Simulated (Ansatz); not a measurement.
# Cd (P6_3/mmc): all-electron equation of state

Wanted for Cd (P6_3/mmc): an all-electron equation of state.

Computed with Ansatz 0.2.0 through its Python package. Level of theory: DFT PBEsol, all-electron LAPW.

## (1) Starting point

It takes space group P6_3/mmc (No. 194, hexagonal). The conventional cell has a = 2.979 Å, b = 2.979 Å, c = 5.618 Å, α = 90.00°, β = 90.00°, γ = 120.00°. Cd (site symmetry -6m2) is surrounded by 12 Cd at 2.98 to 3.29 Å.

No structure file is read: the coordinates are typed or built in the script.

## (2) The script

The input, eos_lapw_cd.py:

```python
# -*- coding: utf-8 -*-
import ansatz
from ase.eos import EquationOfState
from ase.units import GPa
import numpy as np

vectors0 = np.array([
    [2.97887, 0.0, 0.0],
    [-1.489435, 2.579777, 0.0],
    [0.0, 0.0, 5.61765],
])
sites = [
    ("Cd", (1 / 3, 2 / 3, 0.25)),
    ("Cd", (2 / 3, 1 / 3, 0.75)),
]


def build(cell):
    crystal = ansatz.Crystal(lattice=ansatz.Lattice.of(cell))
    for symbol, position in sites:
        crystal = crystal.atom(symbol, position)
    return crystal

volumes, energies = [], []
for scale in np.linspace(0.92, 1.08, 5):
    cell = vectors0 * scale ** (1 / 3)
    job = (
        build(cell).calculation()
        .functional("pbesol")
        .occupations("Methfessel-Paxton")
        .kpoints(11, 11, 5)
        .pseudopotentials("all_electron", lapw=True)
    )
    rep = job.run(threads=1).report
    volumes.append(abs(np.linalg.det(cell)) / len(sites))
    energies.append(rep["free_energy_ev"] / len(sites))
    print(f"{scale:.3f} {volumes[-1]:9.4f} A^3/atom {energies[-1]:16.5f} eV/atom  (estimated basis error {1000 * rep['lapw_basis_errors']['total_ev_per_atom']:.2f} meV/atom)")
v0, e0, bulk = EquationOfState(volumes, energies, eos="birchmurnaghan").fit()
print(f"V0 = {v0:.4f} A^3/atom, B0 = {bulk / GPa:.1f} GPa")
```

## (3) The run

Launch:

```sh
python eos_lapw_cd.py
```

What it wrote:

```text
0.920   19.8585 A^3/atom    -152165.03979 eV/atom  (estimated basis error 0.07 meV/atom)
0.960   20.7219 A^3/atom    -152165.05355 eV/atom  (estimated basis error 0.07 meV/atom)
1.000   21.5853 A^3/atom    -152165.05213 eV/atom  (estimated basis error 0.07 meV/atom)
1.040   22.4487 A^3/atom    -152165.03918 eV/atom  (estimated basis error 0.07 meV/atom)
1.080   23.3121 A^3/atom    -152165.01754 eV/atom  (estimated basis error 0.07 meV/atom)
V0 = 21.0454 A^3/atom, B0 = 61.2 GPa
```

Wall time 49 s (1 thread of Arm Neoverse V2, shared host); peak memory 0.37 GiB.

## (4) What each run gave

One row for each of the 5 runs:

| run | volume (Å³/atom) | energy from run 2 (meV/atom) | SCF cycles | CPU time (s) |
| --- | --- | --- | --- | --- |
| 1 | 19.858 | 13.76 | 7 | 9.3 |
| 2 | 20.722 | 0.00 | 7 | 9.3 |
| 3 | 21.585 | 1.43 | 8 | 9.7 |
| 4 | 22.449 | 14.38 | 8 | 9.8 |
| 5 | 23.312 | 36.01 | 8 | 10 |

Energies are free energies F = E - TS of the smeared occupations. 

## (5) Results

| quantity | value |
| --- | --- |
| runs compared | 5 |
| range of energy | 36.01 meV/atom |
| lowest point, volume (Å³/atom) | 20.722 |
| equilibrium volume (fit) | 21.05 Å³/atom |
| bulk modulus (fit) | 61 GPa |

In words: A third-order Birch-Murnaghan fit through the 5 points has its minimum at 21.05 Å³ an atom, 2.5 % below the typed cell, with a bulk modulus of 61 GPa and dB/dP = 5.7. From that minimum the energy rises by 14.8 meV an atom on the compressed side and 37.0 meV on the expanded side. What to keep in mind:
- All-electron totals depend on functional, relativistic treatment and basis; only differences at equal settings carry meaning.
- Shape and fractional positions are held along the curve, so the bulk modulus is an upper value where they are free to relax, by a factor of two or more in layered or hydrogen-bonded cells.
- The mesh is modest for a metal, so energies can be off by several to tens of meV an atom and pressures by half a GPa or more; differences at equal mesh fare better.
